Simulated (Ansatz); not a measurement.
# Sn: the cost of one run

All numbers are computed with Ansatz 0.2.0, driven from Python. Level of theory: DFT r2SCAN, plane waves, PAW.

### Step 1. The system

It takes space group Im-3m (No. 229, cubic). The conventional cell has a = 3.789 Å, b = 3.789 Å, c = 3.789 Å, α = 90.00°, β = 90.00°, γ = 90.00°. Sn (site symmetry m-3m) is surrounded by 8 Sn at 3.28 Å.

No structure file is read: the coordinates are typed or built in the script.

### Step 2. The code

sn.py reads:

```python
import logging
import sys

import ansatz as az
from ase import Atoms
import pandas as pd

logging.basicConfig(stream=sys.stdout, format="%(levelname)s %(message)s")
log = logging.getLogger("ansatz_job")
log.setLevel(logging.INFO)

atoms = Atoms(
    ["Sn"],
    scaled_positions=[
        (0.0, 0.0, 0.0),
    ],
    cell=[
        (-1.89465182, 1.89465182, 1.89465182),
        (1.89465182, -1.89465182, 1.89465182),
        (1.89465182, 1.89465182, -1.89465182),
    ],
    pbc=True,
)
system = az.Crystal.from_ase(atoms)

calc = (
    system.calculation()
    .basis(650)
    .functional("r2SCAN")
    .kpoints(12, center="gamma")
    .forces()
    .stress()
)

rows = []
for value in [0.5, 0.3, 0.2, 0.1]:
    rep = calc.occupations("gaussian", width=value).run().report
    rows.append((value, rep["free_energy_ev"] / len(rep["lattice"]["sites"]), rep["n_iterations"], sum(rep["stress_gpa"][i][i] for i in range(3)) / 3, max(abs(f) for row in rep["forces_ev_ang"] for f in row), rep["n_kpoints"]))

table = pd.DataFrame(rows, columns=["width (eV)", "F/atom (eV)", "iterations", "P (GPa)", "max component (eV/A)", "k-points"])
print(table.round(5).to_string(index=False))

for row in rows[:-1]:
    shift = 1000 * (row[1] - rows[-1][1])
    log.info(f"{row[0]}: {shift:+.2f} meV/atom" + ("  (within 2 meV)" if abs(shift) < 2 else ""))
```

### Step 3. The calls as engine input

The package turns the script's settings into the engine's input (first run):

```yaml
crystal:
  lattice:
    - [-1.89465182, 1.89465182, 1.89465182]
    - [1.89465182, -1.89465182, 1.89465182]
    - [1.89465182, 1.89465182, -1.89465182]
  atoms:
    - { symbol: Sn, position: [0.0, 0.0, 0.0] }
basis:
  ecutwfc: 650.0
kpoints:
  mp_grid:
    grid: [12, 12, 12]
    shift: [0.0, 0.0, 0.0]
hamiltonian:
  xc: r2scan
scf:
  occupations:
    method: gaussian
    width: 0.5
output:
  forces: true
  stress: true
```

### Step 4. Launch

Run with:

```sh
> python sn.py
```

What time and memory should one allow on 1 thread of Arm Neoverse V1, shared host?

About 18 s, with a peak of 0.54 GiB.
